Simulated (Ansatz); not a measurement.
# Alloy of ZnGeP2 and ZnSiP2 (1 of 16 Ge sites exchanged), 64 atoms, part 2 of 3

Ansatz 0.2.0, PAW.

## Step 3: Single point with HSE06

in.yaml reads:

```yaml
crystal:
  lattice:
    - [10.840736, -0.000087, -0.000030]
    - [-0.000087, 10.838454, -0.000030]
    - [-0.000029, -0.000029, 10.691197]
  atoms:
    - { symbol: Zn, position: [0.999186, 0.000072, 0.000255] }
    - { symbol: Zn, position: [0.999216, 0.500030, 0.999916] }
    - { symbol: Zn, position: [0.499175, 0.000220, 0.000585] }
    - { symbol: Zn, position: [0.499204, 0.500106, 0.000287] }
    - { symbol: Zn, position: [0.999894, 0.248572, 0.251861] }
    - { symbol: Zn, position: [0.000579, 0.750227, 0.251780] }
    - { symbol: Zn, position: [0.500184, 0.249561, 0.250051] }
    - { symbol: Zn, position: [0.499777, 0.749355, 0.250183] }
    - { symbol: Zn, position: [0.248998, 0.999828, 0.748522] }
    - { symbol: Zn, position: [0.249961, 0.499144, 0.750487] }
    - { symbol: Zn, position: [0.750662, 0.999238, 0.748795] }
    - { symbol: Zn, position: [0.749858, 0.499691, 0.750458] }
    - { symbol: Zn, position: [0.248735, 0.248976, 0.500504] }
    - { symbol: Zn, position: [0.248173, 0.750609, 0.500315] }
    - { symbol: Zn, position: [0.750240, 0.249629, 0.500150] }
    - { symbol: Zn, position: [0.749787, 0.751153, 0.500788] }
    - { symbol: Si, position: [0.999963, 0.000030, 0.499795] }
    - { symbol: Ge, position: [0.000412, 0.500491, 0.500244] }
    - { symbol: Ge, position: [0.500568, 0.000451, 0.499944] }
    - { symbol: Ge, position: [0.500431, 0.500535, 0.500138] }
    - { symbol: Ge, position: [0.249366, 0.001255, 0.251205] }
    - { symbol: Ge, position: [0.250139, 0.500754, 0.250113] }
    - { symbol: Ge, position: [0.751311, 0.000525, 0.251124] }
    - { symbol: Ge, position: [0.750563, 0.500803, 0.250154] }
    - { symbol: Ge, position: [0.250311, 0.250317, 0.999971] }
    - { symbol: Ge, position: [0.250380, 0.750792, 0.000275] }
    - { symbol: Ge, position: [0.750873, 0.250440, 0.000283] }
    - { symbol: Ge, position: [0.750736, 0.750797, 0.000088] }
    - { symbol: Ge, position: [0.999924, 0.249472, 0.748838] }
    - { symbol: Ge, position: [0.000887, 0.751662, 0.749201] }
    - { symbol: Ge, position: [0.500375, 0.250540, 0.750215] }
    - { symbol: Ge, position: [0.500296, 0.750874, 0.750209] }
    - { symbol: P, position: [0.125339, 0.124919, 0.124527] }
    - { symbol: P, position: [0.125390, 0.625260, 0.124690] }
    - { symbol: P, position: [0.626551, 0.124625, 0.124938] }
    - { symbol: P, position: [0.625896, 0.624865, 0.124224] }
    - { symbol: P, position: [0.119921, 0.121317, 0.621159] }
    - { symbol: P, position: [0.124219, 0.624586, 0.625723] }
    - { symbol: P, position: [0.624076, 0.124976, 0.625224] }
    - { symbol: P, position: [0.624213, 0.625254, 0.625605] }
    - { symbol: P, position: [0.373872, 0.374852, 0.125450] }
    - { symbol: P, position: [0.373342, 0.875198, 0.126381] }
    - { symbol: P, position: [0.874601, 0.374433, 0.126214] }
    - { symbol: P, position: [0.874485, 0.874755, 0.125988] }
    - { symbol: P, position: [0.375011, 0.124485, 0.375496] }
    - { symbol: P, position: [0.374300, 0.624568, 0.375631] }
    - { symbol: P, position: [0.877806, 0.120842, 0.379366] }
    - { symbol: P, position: [0.874689, 0.624405, 0.375953] }
    - { symbol: P, position: [0.124837, 0.375953, 0.374799] }
    - { symbol: P, position: [0.121908, 0.879686, 0.378159] }
    - { symbol: P, position: [0.625008, 0.375761, 0.374389] }
    - { symbol: P, position: [0.624634, 0.875746, 0.374300] }
    - { symbol: P, position: [0.124240, 0.373275, 0.874761] }
    - { symbol: P, position: [0.124933, 0.874724, 0.875337] }
    - { symbol: P, position: [0.624796, 0.374137, 0.875769] }
    - { symbol: P, position: [0.625122, 0.874677, 0.875197] }
    - { symbol: P, position: [0.375483, 0.374395, 0.624362] }
    - { symbol: P, position: [0.375719, 0.874790, 0.624073] }
    - { symbol: P, position: [0.875519, 0.375058, 0.624513] }
    - { symbol: P, position: [0.879324, 0.877795, 0.621152] }
    - { symbol: P, position: [0.374025, 0.125458, 0.873776] }
    - { symbol: P, position: [0.374551, 0.626070, 0.874514] }
    - { symbol: P, position: [0.874498, 0.125582, 0.874135] }
    - { symbol: P, position: [0.874904, 0.626720, 0.873752] }
kpoints:
  mp_grid: { grid: [1, 1, 1] }
hamiltonian:
  xc: hse06
scf:
  occupations: { method: fermi_dirac, width: 0.01 }
output:
  forces: true
  eigenvalues: true
  populations: true
  eigenstates: { kpoints: [[0, 0, 0]], e_range: [-6.0, 6.0], localisation: true }
```

On the command line:

```
$ ansatz run in.yaml --threads 16 --pin off --max-ram 34200MiB --runs-dir r --events-out ev --progress --plain
```

What it wrote:

```text
Pseudopotentials: kind: paw
Functional definition: HSE06
  parameter a = 0.25
  parameter omega = 0.11/bohr
  exchange = pbe_x - a*pbe_x_sr(omega) + a*exact_x_sr(omega)
  correlation = pbe_c
Crystal: 64 atoms, lattice volume = 1256.182 Å³
Basis set: ecut = 420 eV, 24535 PW (Γ), exchange–correlation on 150×150×144 points (8 copies of the dense FFT grid, shifted against one another)
Bands: 347, of which v1, the nominal top of the filled ones, is band 283 counted from 1 (282 counted from 0)
Symmetry: 1 space group operations
Space group: P1 (ITA 1), of the structure as read, at distance tolerance 1.1e-4 Å
k-points: 1
Non-local potential: Zn, projectors of the file, l = 0: 2, l = 1: 2, l = 2: 3, l = 3: 1
Non-local potential: Si, projectors of the file, l = 0: 2, l = 1: 2, l = 2: 2
Non-local potential: Ge, projectors of the file, l = 0: 2, l = 1: 2, l = 2: 3, l = 3: 1
Non-local potential: P, projectors of the file, l = 0: 2, l = 1: 2, l = 2: 2
PAW form: soft (Blöchl's): semilocal exchange-correlation on the pseudo side does not see the compensation charge
PAW frozen core: Zn, regenerated for the run's functional, and the local potential with it (the file was generated under x = pbe(κ = 0.804, μ = 0.2195149727645171), c = pbe(β = 0.06672455060314922))
PAW frozen core: Si, regenerated for the run's functional, and the local potential with it (the file was generated under x = pbe(κ = 0.804, μ = 0.2195149727645171), c = pbe(β = 0.06672455060314922))
PAW frozen core: Ge, regenerated for the run's functional, and the local potential with it (the file was generated under x = pbe(κ = 0.804, μ = 0.2195149727645171), c = pbe(β = 0.06672455060314922))
PAW frozen core: P, regenerated for the run's functional, and the local potential with it (the file was generated under x = pbe(κ = 0.804, μ = 0.2195149727645171), c = pbe(β = 0.06672455060314922))
PAW one-centre angular grid: Zn, 590 points (default); XC on 64 Gauss nodes
PAW one-centre angular grid: Si, 110 points (default); XC on 64 Gauss nodes
PAW one-centre angular grid: Ge, 590 points (default); XC on 64 Gauss nodes
PAW one-centre angular grid: P, 110 points (default); XC on 64 Gauss nodes
Initial density: superposition of atomic densities (neutral atoms: chi_scale 0, normalization atom), corrected by the library's trained network
Initial wavefunctions: pseudopotential atomic-orbital guess
Functional: x = pbe(κ = 0.804, μ = 0.2195149727645171), c = pbe(β = 0.06672455060314922), warm-up for x = pbe(κ = 0.804, μ = 0.2195149727645171) + 0.25 (exact − pbe) at short range (hse, ω = 0.20786987370883472 Å⁻¹), c = pbe(β = 0.06672455060314922); HSE06 as pw.x's `hse` composes it (authors' and Libxc's form: `xc: wpbeh`)
SCF iter   1: F=—  HF=-142356.044792 eV  |F-HF|=—  |Δ(HF+E_count)|=         —  Δρ=2.96e-3  dr2=1.22e-1  ethr=1.77e-3  ⟨swp⟩=16.0  Hψ=1628  notcnv=0
preconditioner: auto → none  [insulator: Δε(μ)=1.189 eV  Ē_g=14.321 eV  σ=0.010 eV  W_gap=1.00  n_scr=256 (ndim 8)  ℏωp=24.9 eV  f_vac=0.003  D(μ)=0.00/eV (n_scr^D=0)]
SCF iter   2: F=—  HF=-142356.029298 eV  |F-HF|=—  |Δ(HF+E_count)|=   1.55e-2  Δρ=1.12e-3  dr2=1.41e-2  ethr=2.15e-5  ⟨swp⟩=13.0  Hψ=1230  notcnv=0  defer=2
SCF iter   3: F=—  HF=-142356.029333 eV  |F-HF|=—  |Δ(HF+E_count)|=   3.49e-5  Δρ=5.81e-4  dr2=3.22e-3  ethr=2.50e-6  ⟨swp⟩=6.0  Hψ=1041  notcnv=0  defer=2
iter 4 solved again at ethr=3.65e-8 eV; its pass at ethr=5.69e-7 eV (dr2=2.06e-4 eV) is discarded
SCF iter   4: F=—  HF=-142356.029401 eV  |F-HF|=—  |Δ(HF+E_count)|=   6.81e-5  Δρ=1.35e-4  dr2=2.07e-4  ethr=3.65e-8  ⟨swp⟩=4.0  Hψ=1542  notcnv=0  defer=2
SCF iter   5: F=-142356.029520 eV  HF=-142356.029530 eV  |F-HF|=1.02e-5  |Δ(HF+E_count)|=   1.29e-4  Δρ=3.66e-5  dr2=2.83e-5  ethr=3.65e-8  ⟨swp⟩=4.0  Hψ=750  notcnv=0  defer=2
SCF 1 stopped early in 5 iterations: F = -142356.029520 eV  dr2 = 2.83e-5
Initial density: handed on by an earlier stage of this run
Initial wavefunctions: those handed on with the density
Functional: x = pbe(κ = 0.804, μ = 0.2195149727645171) + 0.25 (exact − pbe) at short range (hse, ω = 0.20786987370883472 Å⁻¹), c = pbe(β = 0.06672455060314922); HSE06 as pw.x's `hse` composes it (authors' and Libxc's form: `xc: wpbeh`)
Exchange kernel: α = 0.2500, screened, ω = 0.2079 Å⁻¹, Wigner–Seitz truncation, v(0) = 940.2172 eV·Å³, q-mesh 1×1×1, nearest image of the exchange supercell L = 10.69 Å, pair-density grid 50×50×48, without the augmentation charges, whose exchange is taken in its separable form (sized by the pseudopotential files, 75×75×72 at the most), smooth part of the exchange summed in real space on grids 52×4 [...]
Frozen-core exchange: fock
SCF iter   1: F=—  HF=-142387.204651 eV  |F-HF|=—  |Δ(HF+E_count)|=         —  Δρ=1.81e-2  dr2=2.31e0  ethr=5.00e-8  ⟨swp⟩=16.0  Hψ=2413  notcnv=0
preconditioner: auto → none  [insulator: Δε(μ)=1.917 eV  Ē_g=11.446 eV  σ=0.010 eV  W_gap=1.00  n_scr=256 (ndim 8)  ℏωp=21.4 eV  f_vac=0.007  D(μ)=0.00/eV (n_scr^D=0)]
SCF iter   2: F=—  HF=-142386.586801 eV  |F-HF|=—  |Δ(HF+E_count)|=   6.18e-1  Δρ=4.65e-3  dr2=3.07e-1  ethr=5.00e-8  ⟨swp⟩=6.0  Hψ=1867  notcnv=0
SCF iter   3: F=—  HF=-142386.617027 eV  |F-HF|=—  |Δ(HF+E_count)|=   3.02e-2  Δρ=3.96e-3  dr2=9.19e-2  ethr=5.00e-8  ⟨swp⟩=6.0  Hψ=1681  notcnv=0
SCF iter   4: F=—  HF=-142386.606387 eV  |F-HF|=—  |Δ(HF+E_count)|=   1.06e-2  Δρ=1.80e-3  dr2=1.85e-2  ethr=5.00e-8  ⟨swp⟩=4.0  Hψ=1188  notcnv=0
SCF iter   5: F=—  HF=-142386.642587 eV  |F-HF|=—  |Δ(HF+E_count)|=   3.62e-2  Δρ=1.09e-3  dr2=1.24e-2  ethr=5.00e-8  ⟨swp⟩=5.0  Hψ=1372  notcnv=0
SCF iter   6: F=—  HF=-142386.640925 eV  |F-HF|=—  |Δ(HF+E_count)|=   1.66e-3  Δρ=3.24e-4  dr2=1.49e-2  ethr=5.00e-8  ⟨swp⟩=5.0  Hψ=1373  notcnv=0
SCF iter   7: F=-142386.637999 eV  HF=-142386.638014 eV  |F-HF|=1.43e-5  |Δ(HF+E_count)|=   2.91e-3  Δρ=3.92e-5  dr2=4.49e-5  ethr=5.00e-8  ⟨swp⟩=5.0  Hψ=1210  notcnv=0
SCF 2 stopped early in 7 iterations: F = -142386.637999 eV  dr2 = 4.49e-5
  Residual-converged pass: ⟨swp⟩=4.0  Hψ=970  notcnv=0  max |occ|·‖R‖ = 6.4e-6 eV (tolerance 6.7e-6 eV)  dr2=4.49e-5  dr2_onsite=1.35e-6  max |Δocc| = 0.0e0
hybrid outer 1: dexx = +2.978e-1 eV, tail = 8.60e-4 eV
SCF iter   1: F=—  HF=-142386.632863 eV  |F-HF|=—  |Δ(HF+E_count)|=         —  Δρ=4.70e-5  dr2=5.26e-5  ethr=7.60e-7  ⟨swp⟩=11.0  Hψ=856  notcnv=0
preconditioner: auto → none  [insulator: Δε(μ)=1.937 eV  Ē_g=11.198 eV  σ=0.010 eV  W_gap=1.00  n_scr=256 (ndim 8)  ℏωp=21.4 eV  f_vac=0.008  D(μ)=0.00/eV (n_scr^D=0)]
SCF iter   2: F=—  HF=-142386.632867 eV  |F-HF|=—  |Δ(HF+E_count)|=   4.79e-6  Δρ=2.53e-5  dr2=1.16e-5  ethr=7.61e-9  ⟨swp⟩=4.0  Hψ=1075  notcnv=0
SCF iter   3: F=—  HF=-142386.632891 eV  |F-HF|=—  |Δ(HF+E_count)|=   2.39e-5  Δρ=2.12e-5  dr2=9.60e-6  ethr=1.36e-9  ⟨swp⟩=7.0  Hψ=1015  notcnv=0  defer=2
SCF iter   4: F=—  HF=-142386.632890 eV  |F-HF|=—  |Δ(HF+E_count)|=   1.62e-6  Δρ=6.42e-6  dr2=3.49e-6  ethr=1.36e-9  ⟨swp⟩=5.0  Hψ=747  notcnv=0
SCF iter   5: F=—  HF=-142386.632889 eV  |F-HF|=—  |Δ(HF+E_count)|=   7.34e-7  Δρ=2.84e-6  dr2=2.99e-7  ethr=5.30e-10  ⟨swp⟩=4.0  Hψ=704  notcnv=0  defer=1
SCF iter   6: F=—  HF=-142386.632890 eV  |F-HF|=—  |Δ(HF+E_count)|=   7.08e-7  Δρ=2.63e-6  dr2=2.05e-7  ethr=3.53e-11  ⟨swp⟩=6.0  Hψ=1062  notcnv=0  defer=17
SCF iter   7: F=-142386.632890 eV  HF=-142386.632890 eV  |F-HF|=8.21e-9  |Δ(HF+E_count)|=   5.71e-8  Δρ=6.53e-7  dr2=8.53e-9  ethr=3.46e-11  ⟨swp⟩=7.0  Hψ=724  notcnv=0  defer=2
SCF 3 converged in 7 iterations: F = -142386.632890 eV  dr2 = 8.53e-9
  Residual-converged pass: ⟨swp⟩=3.0  Hψ=869  notcnv=0  max |occ|·‖R‖ = 2.4e-6 eV (tolerance 2.5e-6 eV)  dr2=8.48e-9  dr2_onsite=1.13e-8  max |Δocc| = 0.0e0
[... from here the SCF cycle lines were not kept, up to the last twenty ...]
hybrid outer 2: dexx = +2.781e-5 eV, tail = 2.29e-7 eV, Δε = 2.83e-3 eV (about 6.31e-5 eV left of the loop's levels), ΔF = 9.08e-3 eV/Å (tail 8.77e-4)
NSCF: frozen V_eff on 1 k-points
hybrid SCF converged: 2 outer / 14 inner (+5 warm-up), last move |dexx| = 2.78e-5 eV, tail = 2.29e-7 eV
Stability not checked: this state was not tested for a lower state beside it, because the functional holds exact exchange (a hybrid, or Hartree-Fock), whose exchange loop this test does not read (fock_operator; see scf.lower_state_search)
Free energy (F): -142386.632887 eV
Harris-Foulkes:  -142386.632887 eV  (|F-HF|=8.21e-9)
Internal energy: -142386.632887 eV  (E = F + TS)
E sigma→0 (E₀):  -142386.632887 eV
Fermi energy:    8.064114 eV
--- Per-component energies (eV) ---
  E_band       = -3085.553684
  E_kinetic    = 6062.687731
  E_local      = -72006.486673  (includes V_loc(G=0)·N_el)
  E_nonlocal   = 17259.530489
  E_hartree    = 31014.220861
  E_xc         = -4315.126525
  E_vxc        = -3078.501428  (∫ρ·V_xc dr)
  E_exx        = -1753.183933  (= α·E_x^exact, valence–valence)
  E_paw        = -77639.209664  (= ΣΔE_a)
  E_vpaw       = -9844.845490  (= ΣTr[D̂ρ^β])
  E_aug_tail   = -0.001284  (compensation charges beyond the density's cutoff)
  E_ewald      = -41011.353906
  E_core_change = 2.290081  (= ΣΔE_core)
  E_smearing   = -0.000000  (= −TS)
  E_closure    = -0.000063  (closes the sum)
  Σ components = -142386.632887   (vs F -142386.632887, Δ=0.00e0)
--- Forces (eV/Å), atoms counted from 1 ---
  atom   1  Zn    -0.00544046    -0.00590576    -0.02906150
  atom   2  Zn    -0.00237870    -0.00223428    -0.02729953
  atom   3  Zn    -0.00571967    -0.00758909    -0.03250640
  atom   4  Zn    -0.00178623    -0.00169672    -0.02936031
  atom   5  Zn    -0.00718849    -0.00162878    -0.02385362
  atom   6  Zn    -0.00443230     0.00682768    -0.01604828
  atom   7  Zn    -0.00214861    -0.00499018    -0.02900435
  atom   8  Zn     0.00103362    -0.00078021    -0.03066743
  atom   9  Zn    -0.01642340     0.00207208    -0.04049970
  atom  10  Zn    -0.00438429    -0.00637287    -0.02510691
  atom  11  Zn    -0.00508486    -0.00441766    -0.02345978
  atom  12  Zn    -0.00341517    -0.00270358    -0.02587053
  atom  13  Zn    -0.01382836    -0.01617793    -0.02274936
  atom  14  Zn    -0.00315768    -0.00021059    -0.03643548
  atom  15  Zn     0.00002952    -0.00154114    -0.03333451
  atom  16  Zn     0.00688618     0.00461307    -0.03130604
  atom  17  Si    -0.05207069    -0.06764212    -0.00551620
  atom  18  Ge    -0.06287860    -0.07471770    -0.01595632
  atom  19  Ge    -0.07137215    -0.07565539    -0.01950547
  atom  20  Ge    -0.06809618    -0.07766504    -0.02147581
  atom  21  Ge    -0.07478494    -0.06853585    -0.02352481
  atom  22  Ge    -0.07108344    -0.06980303    -0.01861031
  atom  23  Ge    -0.05886500    -0.07695197    -0.00384186
  atom  24  Ge    -0.07874224    -0.07159153    -0.01803947
  atom  25  Ge    -0.07806168    -0.07967693    -0.02217174
  atom  26  Ge    -0.07126803    -0.07351692    -0.02342977
  atom  27  Ge    -0.07211447    -0.07975795    -0.02079695
  atom  28  Ge    -0.06877356    -0.07564803    -0.01696675
  atom  29  Ge    -0.07573246    -0.08462989    -0.03027776
  atom  30  Ge    -0.07625630    -0.07031933    -0.01575579
  atom  31  Ge    -0.08040491    -0.07243194    -0.02386065
  atom  32  Ge    -0.07697313    -0.06774902    -0.02046831
  atom  33  P      0.52397163     0.04591391     0.05604829
  atom  34  P      0.51212375     0.03555249     0.04810026
  atom  35  P      0.51510333     0.04416761     0.05070331
  atom  36  P      0.52423865     0.04301353     0.05158589
  atom  37  P     -0.41556988     0.05341947     0.02942725
  atom  38  P     -0.43958970     0.02558132    -0.00732316
  atom  39  P     -0.44212084     0.02316000    -0.00511273
  atom  40  P     -0.44544319     0.01644994    -0.00879497
  atom  41  P     -0.43931783     0.02627422    -0.00657914
  atom  42  P     -0.43693915     0.03390058    -0.00418855
  atom  43  P     -0.43315030     0.02849810    -0.00726517
  atom  44  P     -0.43291766     0.02782300    -0.00747798
  atom  45  P      0.03030781    -0.43255598    -0.00627199
  atom  46  P      0.02622434    -0.44356160     0.00104557
  atom  47  P      0.00998485    -0.46705471    -0.01743800
  atom  48  P      0.02371143    -0.43405992    -0.00142384
  atom  49  P      0.03948027     0.52378862     0.05174324
  atom  50  P      0.00213412     0.50312733     0.05204029
  atom  51  P      0.04323984     0.52685651     0.05724309
  atom  52  P      0.04089668     0.52394799     0.05399246
  atom  53  P      0.03366396    -0.42988915    -0.00274266
  atom  54  P      0.02510402    -0.43652865    -0.00071979
  atom  55  P      0.02170248    -0.43787029    -0.00178084
  atom  56  P      0.02225877    -0.42776907    -0.00293799
  atom  57  P      0.52715228     0.04643222     0.05631899
  atom  58  P      0.53206632     0.03982291     0.05070960
  atom  59  P      0.51967732     0.04415590     0.05054924
  atom  60  P      0.51879894     0.04311526     0.00745910
  atom  61  P      0.05601365     0.52309994     0.05974737
  atom  62  P      0.04625063     0.52234934     0.05594571
  atom  63  P      0.04419010     0.51506050     0.05225227
  atom  64  P      0.05172543     0.52282048     0.05188582
  max |Σ_I F_I| component: 5.54e-5 eV/Å
--- Band table (eV) ---
  k-point 0: bands = [... 271 lower levels ..., "5.8098", "6.1229", "6.1400", "6.1530", "6.1551", "6.2371", "6.2560", "6.2662", "6.2715", "7.0154", "7.0309", "7.0953", "9.0329", "9.1003", "9.1215", "9.1816", "9.1821", "9.2243", "9.2281", "9.2336", "9.3012", "9.4865", "9.5079", "9.5089", ... 52 higher levels ...]
--- Löwdin populations: 64 sites ---
  site symbol       q [e]
     0     Zn     10.7049
     1     Zn     10.7071
     2     Zn     10.7071
     3     Zn     10.7051
     4     Zn     10.7059
     5     Zn     10.7062
     6     Zn     10.7052
     7     Zn     10.7052
     8     Zn     10.7061
     9     Zn     10.7052
    10     Zn     10.7059
    11     Zn     10.7052
    12     Zn     10.7059
    13     Zn     10.7057
    14     Zn     10.7057
    15     Zn     10.7059
    16     Si      3.5631
    17     Ge     13.6687
    18     Ge     13.6688
    19     Ge     13.6670
    20     Ge     13.6692
    21     Ge     13.6698
    22     Ge     13.6696
    23     Ge     13.6697
    24     Ge     13.6697
    25     Ge     13.6696
    26     Ge     13.6696
    27     Ge     13.6696
    28     Ge     13.6696
    29     Ge     13.6693
    30     Ge     13.6699
    31     Ge     13.6698
    32      P      5.6602
    33      P      5.6595
    34      P      5.6604
    35      P      5.6606
    36      P      5.6733
    37      P      5.6582
    38      P      5.6592
    39      P      5.6577
    40      P      5.6586
    41      P      5.6585
    42      P      5.6576
    43      P      5.6583
    44      P      5.6582
    45      P      5.6577
    46      P      5.6719
    47      P      5.6588
    48      P      5.6612
    49      P      5.6750
    50      P      5.6599
    51      P      5.6600
    52      P      5.6584
    53      P      5.6582
    54      P      5.6586
    55      P      5.6577
    56      P      5.6597
    57      P      5.6612
    58      P      5.6601
    59      P      5.6742
    60      P      5.6594
    61      P      5.6605
    62      P      5.6602
    63      P      5.6607
  spilling = 0.008747 (of n_electrons = 566.000000)
```

It took 1.7 min on 16 threads of Intel Xeon Platinum 8488C, shared host; peak memory 8.2 GiB.

At the Γ point alone the filled levels end at 7.095 eV and the empty ones begin at 9.033 eV, a spacing of 1.94 eV.

Frontier states and how far they spread:

```
level (eV)  spin  filling  atoms sharing it  main element  its share  largest atom
     -0.08  both     2.00              52.5             P       0.73             –
     -0.06  both     2.00              52.5             P       0.73             –
      0.00  both     2.00              51.6             P       0.74             –
      1.94  both     0.00              58.5             P       0.60             –
      2.00  both     0.00              53.6             P       0.60             –
      2.03  both     0.00              60.0             P       0.40             –
      2.09  both     0.00              49.4             P       0.48             –
      2.09  both     0.00              49.5             P       0.48             –
```

On these atoms HSE06 leaves forces up to 0.54 eV/Å (on P58), as they were relaxed at another level of theory (and may have been on other k points).

(Continued in part 3 of 3.)
